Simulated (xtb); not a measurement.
# C2H7InS2 (SMILES C[CH2][In]([SH])[SH]) at GFN2-xTB

We compute a structure relaxation of C2H7InS2. 

Program for the calculation: xtb 6.7.1.

1 further run of the same task is left out (set aside as unsound or not needed).

## Step 1: The structure to begin with

C2H7InS2: 12 atoms, total charge 0, spin state singlet. SMILES: `C[CH2][In]([SH])[SH]`. All atoms were displaced at random from a relaxed shape. The run starts from this shape.

Bond lengths: C1–C2 1.594 Å, C2–In3 2.207 Å, In3–S4 2.408 Å, In3–S5 2.483 Å, C1–H6 1.108 Å, C1–H7 1.109 Å, C1–H8 1.034 Å, C2–H9 1.005 Å, C2–H10 1.081 Å, S4–H11 1.349 Å, S5–H12 1.340 Å. Some angles: C1–C2–In3 109.9°, C2–In3–S4 128.8°, C2–In3–S5 121.9°, S4–In3–S5 109.3°, C1–C2–H9 109.7°, C1–C2–H10 110.0°, In3–C2–H9 108.5°, In3–C2–H10 107.7°, C2–C1–H6 106.2°, C2–C1–H7 105.5°.

## Step 2: A structure relaxation at GFN2-xTB

File xtb.inp:

```
$opt
   hessian=lindh
$end
```

File input.xyz:

```xyz
12
C2H7InS2
C      0.40574000    -1.00250000     1.55492000
C      0.85487000     0.36958000     0.87887000
In    -0.27391000     0.68978000    -0.99095000
S     -1.53316000    -0.90419000    -2.28349000
S     -0.34145000     2.90021000    -2.11977000
H     -0.68285000    -0.91410000     1.73923000
H      0.99691000    -1.08016000     2.48944000
H      0.55853000    -1.78850000     0.90001000
H      1.83469000     0.33276000     0.65707000
H      0.63671000     1.19669000     1.53954000
H     -1.23403000    -1.87483000    -1.39542000
H     -1.07139000     2.39939000    -3.12587000
```

Launch:

```sh
$ xtb input.xyz --input xtb.inp --opt normal --gfn 2 -P 1 | tee out.txt
```

What values should one expect? Wanted: total energy at the end; dipole moment; HOMO energy; LUMO energy; HOMO–LUMO gap; dispersion energy; mean polarisability.

Computed results:

At GFN2-xTB:

| quantity | value |
| --- | --- |
| total energy at the end | -15.59972 Eh |
| dipole moment | 4.43 D |
| HOMO energy | -10.44 eV |
| LUMO energy | -7.96 eV |
| HOMO–LUMO gap | 2.47 eV |
| dispersion energy | -20.15 kJ/mol |
| mean polarisability (D4 model) | 102.2 bohr³ |

In words: At the final geometry: Bond lengths: C1–C2 1.515 Å, C2–In3 2.280 Å, In3–S4 2.449 Å, In3–S5 2.442 Å, C1–H6 1.092 Å, C1–H7 1.092 Å, C1–H8 1.091 Å, C2–H9 1.090 Å, C2–H10 1.090 Å, S4–H11 1.324 Å, S5–H12 1.328 Å. Some angles: C1–C2–In3 112.5°, C2–In3–S4 121.8°, C2–In3–S5 126.5°, S4–In3–S5 111.7°, C1–C2–H9 111.9°, C1–C2–H10 111.9°, In3–C2–H9 105.7°, In3–C2–H10 105.5°, C2–C1–H6 111.1°, C2–C1–H7 110.1°. The optimisation took 19 steps and changed the energy by -0.356 eV. Mulliken charges run from -0.36 on S4 to +0.22 on In3.
